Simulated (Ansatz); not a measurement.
The system is VWC2.

```
W V C
1.0
     1.51704    0.87586    4.93389
    -1.51704    0.87586    4.93389
     0.00000   -1.75173    4.93389
W V C
1 1 2
Direct
  0.00000 0.00000 0.00000
  0.50000 0.50000 0.50000
  0.24649 0.24649 0.24649
  0.75351 0.75351 0.75351
```

The cell comes from a database or a generator and needn't be the stable form of this composition.

Base run:

| Item | Value |
| --- | --- |
| Program | Ansatz 0.2.0 |
| Functional | PBE |
| Potentials or basis | Ansatz PAW |
| Cutoff | 420 eV (not typed: the program's choice for these potentials) |
| k mesh | 9 × 9 × 9 |
| Occupations | fermi-dirac, width 0.05 eV |
| Spin | collinear spin, ferromagnetic start |
| Starting moments | [0.0, 4.0, 0.0, 0.0] μB |
| Fixed moment | 4 μB |

Its results: pressure 20.8 GPa; site moments W +0.66; V +1.57; C +0.30 μB; largest force 0.760 eV/Å.

Problem. The run is repeated on the same cell with these changes: fixed moment from 4 μB to 0.5 μB; moments at the start from [0.0, 4.0, 0.0, 0.0] to [0.0, 0.5, 0.0, 0.0]. What comes out?

Solution. Pressure -1.5 GPa; site moments W +0.04; V +0.34; C -0.00 μB; largest force 0.094 eV/Å.

Caveats: the total moment is fixed, so each spin has its own Fermi level; the thresholds are loose for stress.
